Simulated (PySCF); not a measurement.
**NaSn⁺: the SCF solver's settings**

The same problem is solved with other solver options, one edit a run.

Computed with PySCF 2.14.0. Level: each script names its method and basis.

2 further runs of the same task are left out: 2 for a known fault of the program.

### 1 The system as given

NaSn⁺: 2 atoms, charge 1, spin multiplicity 1.

Bond lengths: Na1–Sn2 2.723 Å.

### 2 The base run

Input file input.py:

```python
from pyscf import gto, scf, mp

mol = gto.M(
    atom='Na 0 0 0; Sn 0 0 2.723',
    basis='crenbl',
    ecp={'Na': 'crenbl', 'Sn': 'crenbl'},
    charge=1,
    spin=0,
    verbose=4,
)
mf = scf.RHF(mol)
mf.kernel()
mp.MP2(mf).kernel()
mf.dip_moment()
print('orbital energies (hartree):', mf.mo_energy[..., max(0, mol.nelec[1]-3):mol.nelec[0]+3].round(4))
```

Command:

```
$ OMP_NUM_THREADS=1 python input.py
```

The log of this run is left out.

Base result: E(SCF) = -115.241859 Eh, 9 cycles, E(MP2) − E(SCF) = -0.33333 Eh.

The bond length is a typed value, not an optimised one. The dipole of an ion depends on the origin.

### 3 DIIS space 4

Run 1 changes DIIS space: default → 4.

Input file input.py:

```python
from pyscf import gto, scf, mp

mol = gto.M(
    atom='Na 0 0 0; Sn 0 0 2.723',
    basis='crenbl',
    ecp={'Na': 'crenbl', 'Sn': 'crenbl'},
    charge=1,
    spin=0,
    verbose=4,
)
mf = scf.RHF(mol)
mf.diis_space = 4
mf.kernel()
mp.MP2(mf).kernel()
mf.dip_moment()
print('orbital energies (hartree):', mf.mo_energy[..., max(0, mol.nelec[1]-3):mol.nelec[0]+3].round(4))
```

Command:

```
$ OMP_NUM_THREADS=1 python input.py
```

### 4 Second-order solver on

Run 2 changes second-order solver: off → on.

input.py: that of step 2 with these lines changed.

```diff
@@ -11,2 +11,3 @@
 mf = scf.RHF(mol)
+mf = mf.newton()
 mf.kernel()
```

Before running it: what results should come out? Wanted: for each run, E(SCF); from base; gap; after the SCF.

As calculated:

```
                   run  E(SCF) (hartree)  from base (eV)   cycles  gap (eV)              after the SCF
                  base       -115.241859               0        9      6.40  MP2 correlation -9.070 eV
          DIIS space 4       -115.241859          0.0000        9      6.40  MP2 correlation -9.070 eV
second-order solver on       -115.241859          0.0000  3 macro      6.40  MP2 correlation -9.070 eV
```

Distance from each run's final energy (log10 hartree) by cycle:

```
                   run  cycle 1  cycle 2  cycle 3  cycle 5  cycle 8  cycle 12
                  base     -0.7     -1.6     -4.4     -6.9    -10.3      done
          DIIS space 4     -0.7     -1.6     -4.4     -6.9     -9.6      done
second-order solver on     -2.0    < -11    < -11     done     done      done
```

The SCF energy stays the same, to the digits that matter, with DIIS space 4 or second-order solver on.
